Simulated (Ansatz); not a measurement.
The system is GeW.

```xyz
2
Lattice="0.0000 2.5776 2.5776 2.5776 0.0000 2.5776 2.5776 2.5776 0.0000" Properties=species:S:1:pos:R:3 pbc="T T T"
Ge    2.5776    2.5776    2.5776
W     0.0000    0.0000    0.0000
```

The cell was built by a generator and needn't be a form met in nature.

Base run:

| Item | Value |
| --- | --- |
| Program | Ansatz 0.2.0 |
| Functional | PBEsol |
| Potentials or basis | Ansatz PAW |
| Cutoff | 420 eV (not typed: the program's choice for these potentials) |
| k mesh | 9 × 9 × 9 |
| Occupations | fermi-dirac, width 0.05 eV |
| Spin | no spin polarisation |

Its results: band gap on the k mesh none (metal or under the smearing width); pressure -5.8 GPa.

Problem. The run is repeated on the same cell with these changes: functional from PBEsol to PBE. What comes out?

Solution. Band gap on the k mesh none (metal or under the smearing width); pressure 0.2 GPa.

PBE binds less tightly than PBEsol, so the same cell stands under more pressure.

Caveats: spin-orbit coupling is left out, which moves the levels of the heavy elements; the PAW data sets come from PBE, with cores solved anew for the run's functional, which leaves a small shift of forces and pressure (some runs).
